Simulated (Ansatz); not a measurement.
# Si started on a Cs site and Si started on a Cs site in perovskite CsCaF3, 40 atoms, charge 0, part 2 of 3

Ansatz 0.2.0, PAW.

## 3. Single point with HSE06

Contents of in.yaml:

```yaml
crystal:
  lattice:
    - [8.988828, 0.000000, 0.000000]
    - [0.000000, 8.988828, 0.000000]
    - [0.000000, 0.000000, 8.988828]
  atoms:
    - { symbol: Cs, position: [0.016414, 0.984297, 0.002707] }
    - { symbol: Cs, position: [0.010839, 0.500999, 0.001999] }
    - { symbol: Cs, position: [0.021803, 0.513898, 0.497028] }
    - { symbol: Cs, position: [0.499696, 0.989903, 0.001715] }
    - { symbol: Cs, position: [0.486759, 0.979197, 0.496724] }
    - { symbol: Cs, position: [0.490707, 0.510303, 0.017491] }
    - { symbol: Si, position: [0.932348, 0.068587, 0.427258] }
    - { symbol: Si, position: [0.537157, 0.463049, 0.597933] }
    - { symbol: Ca, position: [0.257527, 0.241215, 0.256285] }
    - { symbol: Ca, position: [0.242689, 0.247601, 0.748632] }
    - { symbol: Ca, position: [0.252458, 0.748322, 0.257464] }
    - { symbol: Ca, position: [0.254131, 0.746781, 0.748160] }
    - { symbol: Ca, position: [0.738079, 0.262916, 0.244416] }
    - { symbol: Ca, position: [0.771552, 0.229288, 0.728886] }
    - { symbol: Ca, position: [0.759740, 0.743565, 0.256458] }
    - { symbol: Ca, position: [0.753211, 0.757977, 0.748539] }
    - { symbol: F, position: [0.248602, 0.245293, 0.001181] }
    - { symbol: F, position: [0.260668, 0.254041, 0.503106] }
    - { symbol: F, position: [0.254122, 0.746889, 0.002004] }
    - { symbol: F, position: [0.259217, 0.741620, 0.502972] }
    - { symbol: F, position: [0.752879, 0.247834, 0.988540] }
    - { symbol: F, position: [0.649541, 0.350572, 0.493838] }
    - { symbol: F, position: [0.755415, 0.752241, 0.001173] }
    - { symbol: F, position: [0.746673, 0.739737, 0.503144] }
    - { symbol: F, position: [0.994634, 0.209484, 0.274082] }
    - { symbol: F, position: [0.001640, 0.272444, 0.758666] }
    - { symbol: F, position: [0.005350, 0.729180, 0.231479] }
    - { symbol: F, position: [0.999576, 0.728134, 0.762689] }
    - { symbol: F, position: [0.501587, 0.231113, 0.233410] }
    - { symbol: F, position: [0.505643, 0.303341, 0.717029] }
    - { symbol: F, position: [0.509490, 0.760555, 0.241172] }
    - { symbol: F, position: [0.505015, 0.750536, 0.768259] }
    - { symbol: F, position: [0.271717, 0.995503, 0.231804] }
    - { symbol: F, position: [0.272499, 0.001317, 0.762679] }
    - { symbol: F, position: [0.240326, 0.491318, 0.241055] }
    - { symbol: F, position: [0.250503, 0.495888, 0.768538] }
    - { symbol: F, position: [0.790540, 0.006614, 0.274978] }
    - { symbol: F, position: [0.728880, 0.999028, 0.758502] }
    - { symbol: F, position: [0.769601, 0.499459, 0.233681] }
    - { symbol: F, position: [0.696754, 0.494942, 0.716679] }
  symmetry: { detect: false }
kpoints:
  mp_grid: { grid: [1, 1, 1], shift: [0.25, 0.25, 0.25] }
hamiltonian:
  xc: hse06
scf:
  occupations: { method: fermi_dirac, width: 0.01 }
output:
  forces: true
  eigenvalues: true
  populations: true
  eigenstates: { kpoints: [[0.25, 0.25, 0.25]], e_range: [-6.0, 6.0], localisation: true }
```

Launch:

```
$ ansatz run in.yaml --threads 8 --pin off --max-ram 13300MiB --runs-dir r --events-out ev --progress --plain
```

Log:

```text
Pseudopotentials: kind: paw
Functional definition: HSE06
  parameter a = 0.25
  parameter omega = 0.11/bohr
  exchange = pbe_x - a*pbe_x_sr(omega) + a*exact_x_sr(omega)
  correlation = pbe_c
Crystal: 40 atoms, lattice volume = 726.289 Å³
Basis set: ecut = 420 eV, 14147 PW (Γ), exchange–correlation on 128×128×128 points (8 copies of the dense FFT grid, shifted against one another)
Bands: 195, of which v1, the nominal top of the filled ones, is band 155 counted from 1 (154 counted from 0)
Symmetry: 1 space group operations
k-points: 1
Non-local potential: Cs, projectors of the file, l = 0: 3, l = 1: 2, l = 2: 2, l = 3: 2
Non-local potential: Si, projectors of the file, l = 0: 2, l = 1: 2, l = 2: 2
Non-local potential: Ca, projectors of the file, l = 0: 3, l = 1: 2, l = 2: 2
Non-local potential: F, projectors of the file, l = 0: 2, l = 1: 2, l = 2: 1
PAW form: soft (Blöchl's): semilocal exchange-correlation on the pseudo side does not see the compensation charge
PAW frozen core: Cs, regenerated for the run's functional, and the local potential with it (the file was generated under x = pbe(κ = 0.804, μ = 0.2195149727645171), c = pbe(β = 0.06672455060314922))
PAW frozen core: Si, regenerated for the run's functional, and the local potential with it (the file was generated under x = pbe(κ = 0.804, μ = 0.2195149727645171), c = pbe(β = 0.06672455060314922))
PAW frozen core: Ca, regenerated for the run's functional, and the local potential with it (the file was generated under x = pbe(κ = 0.804, μ = 0.2195149727645171), c = pbe(β = 0.06672455060314922))
PAW frozen core: F, regenerated for the run's functional, and the local potential with it (the file was generated under x = pbe(κ = 0.804, μ = 0.2195149727645171), c = pbe(β = 0.06672455060314922))
PAW one-centre angular grid: Cs, 194 points (default); XC on 96 Gauss nodes
PAW one-centre angular grid: Si, 110 points (default); XC on 64 Gauss nodes
PAW one-centre angular grid: Ca, 110 points (default); XC on 64 Gauss nodes
PAW one-centre angular grid: F, 110 points (default); XC on 64 Gauss nodes
Initial density: superposition of atomic densities (neutral atoms: chi_scale 0, normalization atom), corrected by the library's trained network
Initial wavefunctions: pseudopotential atomic-orbital guess
Functional: x = pbe(κ = 0.804, μ = 0.2195149727645171), c = pbe(β = 0.06672455060314922), warm-up for x = pbe(κ = 0.804, μ = 0.2195149727645171) + 0.25 (exact − pbe) at short range (hse, ω = 0.20786987370883472 Å⁻¹), c = pbe(β = 0.06672455060314922); HSE06 as pw.x's `hse` composes it (authors' and Libxc's form: `xc: wpbeh`)
SCF iter   1: F=—  HF=-69293.325756 eV  |F-HF|=—  |Δ(HF+E_count)|=         —  Δρ=4.59e-3  dr2=5.92e-1  ethr=1.77e-3  ⟨swp⟩=16.0  Hψ=1192  notcnv=0
preconditioner: auto → none  [insulator: Δε(μ)=1.584 eV  Ē_g=15.672 eV  σ=0.010 eV  W_gap=1.00  n_scr=170 (ndim 8)  ℏωp=22.9 eV  f_vac=0.062  D(μ)=0.00/eV (n_scr^D=0)]
SCF iter   2: F=—  HF=-69293.124720 eV  |F-HF|=—  |Δ(HF+E_count)|=   2.01e-1  Δρ=3.40e-3  dr2=8.21e-2  ethr=1.91e-4  ⟨swp⟩=10.0  Hψ=640  notcnv=0  defer=2
SCF iter   3: F=—  HF=-69293.109816 eV  |F-HF|=—  |Δ(HF+E_count)|=   1.49e-2  Δρ=1.18e-3  dr2=1.08e-2  ethr=2.65e-5  ⟨swp⟩=9.0  Hψ=603  notcnv=0  defer=2
SCF iter   4: F=—  HF=-69293.109861 eV  |F-HF|=—  |Δ(HF+E_count)|=   4.52e-5  Δρ=7.72e-4  dr2=3.26e-3  ethr=3.48e-6  ⟨swp⟩=9.0  Hψ=615  notcnv=0
iter 5 solved again at ethr=5.24e-8 eV; its pass at ethr=1.05e-6 eV (dr2=1.62e-4 eV) is discarded
SCF iter   5: F=-69293.109625 eV  HF=-69293.109600 eV  |F-HF|=2.52e-5  |Δ(HF+E_count)|=   2.61e-4  Δρ=1.79e-4  dr2=1.50e-4  ethr=5.24e-8  ⟨swp⟩=3.0  Hψ=917  notcnv=0
SCF 1 stopped early in 5 iterations: F = -69293.109625 eV  dr2 = 1.50e-4
Initial density: handed on by an earlier stage of this run
Initial wavefunctions: those handed on with the density
Functional: x = pbe(κ = 0.804, μ = 0.2195149727645171) + 0.25 (exact − pbe) at short range (hse, ω = 0.20786987370883472 Å⁻¹), c = pbe(β = 0.06672455060314922); HSE06 as pw.x's `hse` composes it (authors' and Libxc's form: `xc: wpbeh`)
Exchange kernel: α = 0.2500, screened, ω = 0.2079 Å⁻¹, Wigner–Seitz truncation, v(0) = 849.2312 eV·Å³, q-mesh 1×1×1, nearest image of the exchange supercell L = 8.99 Å, pair-density grid 45×45×45, without the augmentation charges, whose exchange is taken in its separable form (sized by the pseudopotential files, 64×64×64 at the most)
Frozen-core exchange: fock
SCF iter   1: F=—  HF=-69326.395514 eV  |F-HF|=—  |Δ(HF+E_count)|=         —  Δρ=8.45e-3  dr2=6.64e-1  ethr=4.84e-7  ⟨swp⟩=15.0  Hψ=1312  notcnv=0
preconditioner: auto → none  [insulator: Δε(μ)=2.300 eV  Ē_g=12.967 eV  σ=0.010 eV  W_gap=1.00  n_scr=170 (ndim 8)  ℏωp=18.8 eV  f_vac=0.064  D(μ)=0.00/eV (n_scr^D=0)]
SCF iter   2: F=—  HF=-69326.203623 eV  |F-HF|=—  |Δ(HF+E_count)|=   1.92e-1  Δρ=6.25e-3  dr2=9.99e-2  ethr=4.84e-7  ⟨swp⟩=10.0  Hψ=999  notcnv=0
SCF iter   3: F=—  HF=-69326.279492 eV  |F-HF|=—  |Δ(HF+E_count)|=   7.59e-2  Δρ=2.25e-3  dr2=2.28e-2  ethr=4.84e-7  ⟨swp⟩=9.0  Hψ=899  notcnv=0
SCF iter   4: F=—  HF=-69326.271179 eV  |F-HF|=—  |Δ(HF+E_count)|=   8.31e-3  Δρ=9.60e-4  dr2=4.09e-3  ethr=4.84e-7  ⟨swp⟩=5.0  Hψ=663  notcnv=0
SCF iter   5: F=—  HF=-69326.269845 eV  |F-HF|=—  |Δ(HF+E_count)|=   1.33e-3  Δρ=6.46e-5  dr2=6.55e-4  ethr=4.84e-7  ⟨swp⟩=4.0  Hψ=516  notcnv=0
SCF iter   6: F=—  HF=-69326.276327 eV  |F-HF|=—  |Δ(HF+E_count)|=   6.48e-3  Δρ=6.58e-4  dr2=2.09e-3  ethr=7.53e-9  ⟨swp⟩=8.0  Hψ=885  notcnv=0
SCF iter   7: F=-69326.275632 eV  HF=-69326.275640 eV  |F-HF|=8.06e-6  |Δ(HF+E_count)|=   6.87e-4  Δρ=4.04e-5  dr2=1.78e-5  ethr=7.53e-9  ⟨swp⟩=5.0  Hψ=712  notcnv=0
SCF 2 stopped early in 7 iterations: F = -69326.275632 eV  dr2 = 1.78e-5
  Residual-converged pass: ⟨swp⟩=3.0  Hψ=497  notcnv=0  max |occ|·‖R‖ = 5.1e-6 eV (tolerance 6.7e-6 eV)  dr2=1.78e-5  dr2_onsite=5.78e-7  max |Δocc| = 0.0e0
hybrid outer 1: dexx = +1.191e-1 eV, tail = 1.77e-4 eV
SCF iter   1: F=—  HF=-69326.275459 eV  |F-HF|=—  |Δ(HF+E_count)|=         —  Δρ=8.59e-5  dr2=3.32e-5  ethr=2.85e-7  ⟨swp⟩=10.0  Hψ=640  notcnv=0
preconditioner: auto → none  [insulator: Δε(μ)=2.351 eV  Ē_g=12.762 eV  σ=0.010 eV  W_gap=1.00  n_scr=170 (ndim 8)  ℏωp=18.8 eV  f_vac=0.072  D(μ)=0.00/eV (n_scr^D=0)]
SCF iter   2: F=—  HF=-69326.275449 eV  |F-HF|=—  |Δ(HF+E_count)|=   1.02e-5  Δρ=1.63e-5  dr2=8.13e-7  ethr=1.04e-8  ⟨swp⟩=4.0  Hψ=432  notcnv=0
SCF iter   3: F=—  HF=-69326.275452 eV  |F-HF|=—  |Δ(HF+E_count)|=   3.42e-6  Δρ=1.30e-5  dr2=7.61e-7  ethr=1.58e-10  ⟨swp⟩=8.0  Hψ=733  notcnv=0
SCF iter   4: F=—  HF=-69326.275452 eV  |F-HF|=—  |Δ(HF+E_count)|=   2.25e-7  Δρ=2.24e-6  dr2=3.81e-8  ethr=1.58e-10  ⟨swp⟩=4.0  Hψ=469  notcnv=0
SCF iter   5: F=-69326.275452 eV  HF=-69326.275452 eV  |F-HF|=2.76e-10  |Δ(HF+E_count)|=   8.83e-9  Δρ=4.67e-7  dr2=5.47e-9  ethr=8.77e-12  ⟨swp⟩=4.0  Hψ=457  notcnv=0
SCF 3 converged in 5 iterations: F = -69326.275452 eV  dr2 = 5.47e-9
  Residual-converged pass: ⟨swp⟩=3.0  Hψ=351  notcnv=0  max |occ|·‖R‖ = 1.7e-6 eV (tolerance 2.0e-6 eV)  dr2=5.46e-9  dr2_onsite=5.93e-11  max |Δocc| = 0.0e0
[... from here the SCF cycle lines were not kept, up to the last twenty ...]
hybrid outer 2: dexx = +3.583e-6 eV, tail = 5.19e-8 eV, Δε = 2.01e-3 eV (about 3.56e-5 eV left of the loop's levels), ΔF = 5.15e-3 eV/Å (tail 4.37e-4)
NSCF: frozen V_eff on 1 k-points
hybrid SCF converged: 2 outer / 12 inner (+5 warm-up), last move |dexx| = 3.58e-6 eV, tail = 5.19e-8 eV
Stability not checked: this state was not tested for a lower state beside it, because the functional holds exact exchange (a hybrid, or Hartree-Fock), whose exchange loop this test does not read (fock_operator; see scf.lower_state_search)
Free energy (F): -69326.275452 eV
Harris-Foulkes:  -69326.275452 eV  (|F-HF|=2.76e-10)
Internal energy: -69326.275452 eV  (E = F + TS)
E sigma→0 (E₀):  -69326.275452 eV
Fermi energy:    8.040306 eV
--- Per-component energies (eV) ---
  E_band       = -2761.310758
  E_kinetic    = 8196.815676
  E_local      = -23969.610915  (includes V_loc(G=0)·N_el)
  E_nonlocal   = 2465.492459
  E_hartree    = 9079.584795
  E_xc         = -3359.274748
  E_vxc        = -3745.851197  (∫ρ·V_xc dr)
  E_exx        = -980.493650  (= α·E_x^exact, valence–valence)
  E_paw        = -43002.902201  (= ΣΔE_a)
  E_vpaw       = -1906.391341  (= ΣTr[D̂ρ^β])
  E_aug_tail   = 0.049305  (compensation charges beyond the density's cutoff)
  E_ewald      = -17752.928575
  E_core_change = -3.007589  (= ΣΔE_core)
  E_smearing   = -0.000000  (= −TS)
  E_closure    = -0.000008  (closes the sum)
  Σ components = -69326.275452   (vs F -69326.275452, Δ=0.00e0)
--- Forces (eV/Å), atoms counted from 1 ---
  atom   1  Cs    -0.03900386     0.03910924    -0.02495141
  atom   2  Cs    -0.03980477    -0.03939968    -0.00577971
  atom   3  Cs    -0.03916044    -0.02747246     0.00714790
  atom   4  Cs     0.04020819     0.04114213    -0.00383653
  atom   5  Cs     0.02829950     0.03819115     0.00981707
  atom   6  Cs     0.02942364    -0.02958184     0.01109887
  atom   7  Si    -0.00394621     0.00400266     0.01286276
  atom   8  Si     0.36619959    -0.36599944    -0.01287918
  atom   9  Ca    -0.05459798     0.00591029    -0.00882090
  atom  10  Ca     0.00025956    -0.03016133     0.01166511
  atom  11  Ca     0.00522829    -0.00279440     0.01590668
  atom  12  Ca    -0.02430579     0.02194050    -0.00925326
  atom  13  Ca     0.04582984    -0.04448348     0.02084209
  atom  14  Ca     0.00278787    -0.00384791    -0.02323128
  atom  15  Ca    -0.01007754     0.05146366    -0.00948303
  atom  16  Ca     0.03170245    -0.00115299     0.01113168
  atom  17  F      0.01396775     0.00241243    -0.00546715
  atom  18  F      0.02258758    -0.00086066     0.00322092
  atom  19  F      0.00054641    -0.00127444    -0.00402747
  atom  20  F      0.00014794     0.00001301    -0.00156055
  atom  21  F     -0.01154683     0.01210379    -0.03018667
  atom  22  F     -0.23321557     0.23222669     0.21604536
  atom  23  F     -0.00209587    -0.01428977    -0.00411261
  atom  24  F      0.00088185    -0.02116181     0.00321155
  atom  25  F     -0.03462562    -0.02276229     0.03306087
  atom  26  F      0.00946456     0.00031828     0.00774396
  atom  27  F      0.00026595     0.00834753     0.01451131
  atom  28  F     -0.00319833     0.02560712    -0.02403596
  atom  29  F      0.01353258     0.01733924     0.01609333
  atom  30  F      0.06747346     0.19875378    -0.15749774
  atom  31  F     -0.00015093    -0.02563649     0.02482879
  atom  32  F     -0.00159557    -0.01103915    -0.00351046
  atom  33  F     -0.00774578    -0.00133474     0.01320347
  atom  34  F     -0.02567500     0.00212858    -0.02422988
  atom  35  F      0.02579074     0.00213157     0.02594623
  atom  36  F      0.01021839     0.00033469    -0.00382314
  atom  37  F      0.02601946     0.03033940     0.02913276
  atom  38  F      0.00094742    -0.00847705     0.00766700
  atom  39  F     -0.01653085    -0.01388885     0.01747981
  atom  40  F     -0.19464389    -0.06809479    -0.15590871
  max |Σ_I F_I| component: 1.38e-4 eV/Å
--- Band table (eV) ---
  k-point 0: bands = ["-37.9535", "-37.6088", "-37.2425", "-37.2420", "-37.1109", "-37.1091", "-36.9106", "-36.8458", "-23.5754", "-22.7598", "-22.7448", "-22.0641", "-21.7243", "-21.0451", "-20.8969", "-20.7229", "-20.6216", "-20.2969", "-20.2741", "-20.2673", "-20.2295", "-20.1902", "-20.1477", "-20.1220", "-20.0982", "-20.0257", "-19.9887", "-19.9632", "-19.9296", "-19.9038", "-19.8251", "-19.7974", "-17.4479", "-17.3926", "-17.3588", "-17.2754", "-17.2736", "-17.2597", "-17.2357", "-17.0912", "-17.0450", "-16.9923", "-16.9011", "-16.8930", "-16.7261", "-16.7235", "-16.6800", "-16.6557", "-16.6275", "-16.5720", "-16.5571", "-16.5367", "-16.4753", "-16.4412", "-16.4168", "-16.2206", "-16.2201", "-16.1654", "-16.1309", "-16.0853", "-16.0281", "-15.9382", "-6.0829", "-4.0873", "-3.9951", "-3.8399", "-3.6840", "-3.6358", "-3.5908", "-3.5364", "-3.4960", "-3.4622", "-3.4355", "-3.4168", "-3.3740", "-3.3404", "-3.2814", "-3.2678", "-3.1956", "-3.1581", "-3.1095", "-3.0842", "-3.0295", "-3.0024", "-2.9291", "-2.6696", "-2.6250", "-2.1486", "-2.1377", "-1.9553", "-1.8022", "-1.6539", "-1.5693", "-1.5411", "-1.0202", "-0.9959", "-0.8949", "-0.7763", "-0.7162", "-0.6806", "-0.6387", "-0.5926", "-0.5667", "-0.5483", "-0.5206", "-0.4807", "-0.4672", "-0.3966", "-0.3731", "-0.3394", "-0.3094", "-0.2730", "-0.2431", "-0.1842", "-0.1550", "-0.1113", "-0.0468", "-0.0069", "0.0014", "0.0481", "0.0601", "0.0759", "0.1084", "0.1465", "0.1687", "0.2059", "0.2268", "0.2402", "0.2507", "0.2954", "0.3110", "0.3429", "0.3668", "0.3781", "0.3983", "0.4246", "0.4356", "0.4420", "0.4703", "0.5070", "0.5214", "0.5549", "0.5742", "0.6012", "0.6193", "0.6558", "0.6815", "0.7085", "0.7293", "0.7781", "0.8051", "0.8213", "2.3518", "3.2506", "6.8647", "9.2158", "9.6186", "9.7587", "9.9444", "10.6487", "11.0592", "11.1296", "11.3179", "11.3946", "11.4792", "11.5730", "11.6418", "11.6661", "11.7113", "11.7726", "11.8054", "11.9127", "11.9751", "12.0035", "12.0581", "12.1054", "12.1405", "12.1776", "12.2291", "12.2665", "12.2981", "12.3501", "12.3563", "12.4315", "12.4676", "12.5394", "12.5749", "12.6370", "12.6674", "12.7673", "12.8049", "12.8436", "12.9010", "12.9634", "13.0318"]
--- Löwdin populations: 40 sites ---
  site symbol       q [e]
     0     Cs      8.1049
     1     Cs      8.0984
     2     Cs      8.1094
     3     Cs      8.0999
     4     Cs      8.1098
     5     Cs      8.1037
     6     Si      4.1232
     7     Si      2.9700
     8     Ca      8.2411
     9     Ca      8.2374
    10     Ca      8.2439
    11     Ca      8.2425
    12     Ca      8.2546
    13     Ca      8.2932
    14     Ca      8.2394
    15     Ca      8.2368
    16      F      7.8023
    17      F      7.7926
    18      F      7.8026
    19      F      7.8039
    20      F      7.7999
    21      F      7.5378
    22      F      7.8029
    23      F      7.7926
    24      F      7.6219
    25      F      7.7959
    26      F      7.8019
    27      F      7.8030
    28      F      7.7999
    29      F      7.5806
    30      F      7.8037
    31      F      7.7910
    32      F      7.8011
    33      F      7.8037
    34      F      7.8041
    35      F      7.7897
    36      F      7.6221
    37      F      7.7948
    38      F      7.7988
    39      F      7.5799
  spilling = 0.006985 (of n_electrons = 310.000000)
```

Wall time 58 s (8 threads of Intel Xeon 6975P-C, shared host); peak memory 2.9 GiB.

Spacing of the frontier levels at the single k point (¼, ¼, ¼): 2.35 eV (6.865 to 9.216 eV).

Frontier states and how far they spread:

```
level (eV)  spin  filling  atoms sharing it  main element  its share  largest atom
      0.00  both     2.00               2.6            Si       0.62    Si7 (0.61)
      2.35  both     0.00               4.2            Si       0.48    Si7 (0.46)
      2.75  both     0.00              11.6             F       0.47    Si8 (0.19)
      2.89  both     0.00               4.9            Si       0.45    Si8 (0.42)
```

On these atoms HSE06 leaves forces up to 0.52 eV/Å (on Si8), as they were relaxed at another level of theory (and may have been on other k points).

(Part 2 of 3 ends here.)
